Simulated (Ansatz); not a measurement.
# BrClFH₂HfN: one species, many methods

The task here is to estimate one member of a computed series from the others.

Program: Ansatz 0.2.0, Gaussian basis. Level of theory: functionals in def2-TZVPP, the program's frozen cores in correlated methods. These are calculated values, not measurements.

Levels to be run: LDA (SPW92), PBE-D4, revPBE-D4, BLYP-D4, r2SCAN-D4, B97M-V, PBE0-D4, B3LYP-D4, r2SCANh-D4, r2SCAN0-D4, HSE06-D4, BHLYP-D4, CAM-B3LYP-D4, LC-ωPBE, ωB97X-V, ωB97M-V, B2PLYP, PBE-QIDH; CCSD(T)/def2-SVP; CCSD(T)/def2-TZVPP; MP2/def2-QZVPP; extrapolation to the limit; RPA on PBE.

## The relaxed structure

The geometry comes from an earlier relaxation with PBE0-D4 in a triple-zeta def2 set; it is a stationary point, not always the lowest conformer. Hf takes the def2 core potential; no spin-orbit term is included.

SMILES `[NH2][Hf]([F])([Cl])[Br]`, 7 atoms, charge 0, spin multiplicity 1.

Atoms are counted from 1 here; the program's logs count them from 0.

Bond lengths: N1–Hf2 1.998 Å, N1–H6 1.011 Å, N1–H7 1.011 Å, Hf2–F3 1.890 Å, Hf2–Cl4 2.346 Å, Hf2–Br5 2.508 Å. Angles: Hf2–N1–H6 125.8°, Hf2–N1–H7 125.1°, H6–N1–H7 109.1°, N1–Hf2–F3 105.4°, N1–Hf2–Cl4 108.7°, N1–Hf2–Br5 109.2°, F3–Hf2–Cl4 112.4°, F3–Hf2–Br5 111.4°, Cl4–Hf2–Br5 109.6°.

The first run:

in.yaml reads:

```yaml
crystal:
  periodic: [false, false, false]
  atoms:
    - {symbol: N, position_ang: [-0.134060, 1.204105, 0.351073]}
    - {symbol: Hf, position_ang: [-0.021767, -0.706775, -0.223029]}
    - {symbol: F, position_ang: [-1.678389, -1.079649, -1.053109]}
    - {symbol: Cl, position_ang: [0.351024, -2.040634, 1.670999]}
    - {symbol: Br, position_ang: [1.885945, -0.975439, -1.828580]}
    - {symbol: H, position_ang: [0.556052, 1.698909, 0.900245]}
    - {symbol: H, position_ang: [-0.897505, 1.831583, 0.136600]}
basis:
  gaussian: {orbitals: def2-TZVPP}
hamiltonian: {xc: lda}
output: {orbitals: {seedname: orbitals}}
```

Among the steps run: LDA; PBE-D4 (GGA); revPBE-D4 (GGA); BLYP-D4 (GGA); r2SCAN-D4 (meta-GGA); B97M-V (meta-GGA); PBE0-D4 (hybrid); B3LYP-D4 (hybrid); r2SCANh-D4 (hybrid); r2SCAN0-D4 (hybrid); HSE06-D4 (hybrid); BHLYP-D4 (hybrid); CAM-B3LYP-D4 (range-separated); LC-ωPBE-D4 (range-separated; the results give it without D4); ωB97X-V (range-separated); ωB97M-V (range-separated); B2PLYP (double hybrid); PBE-QIDH (double hybrid).

One table of the session follows, with a row left open; its other results are not shown here.

It belongs to the step «Orbital energies across the functionals». 

```
  functional  HOMO (eV)  gap (eV)
 LDA (SPW92)      -7.05      4.56
      PBE-D4          ?         ?
   revPBE-D4      -6.78      4.66
     BLYP-D4      -6.70      4.61
   r2SCAN-D4      -7.18      5.17
      B97M-V      -7.20      5.26
     PBE0-D4      -8.21      6.85
    B3LYP-D4      -7.95      6.37
  r2SCANh-D4      -7.68      5.98
  r2SCAN0-D4      -8.44      7.21
    HSE06-D4      -7.81      6.07
    BHLYP-D4      -9.43      9.08
CAM-B3LYP-D4      -9.57      9.33
     LC-ωPBE     -10.97     11.91
     ωB97X-V     -10.58     11.43
     ωB97M-V     -10.45     11.17
```

**Question.** Estimate the row for PBE-D4.

As computed: HOMO (eV): -6.85; gap (eV): 4.64. In the column «HOMO (eV)» it lies between LDA (SPW92) (-7.05) and revPBE-D4 (-6.78).
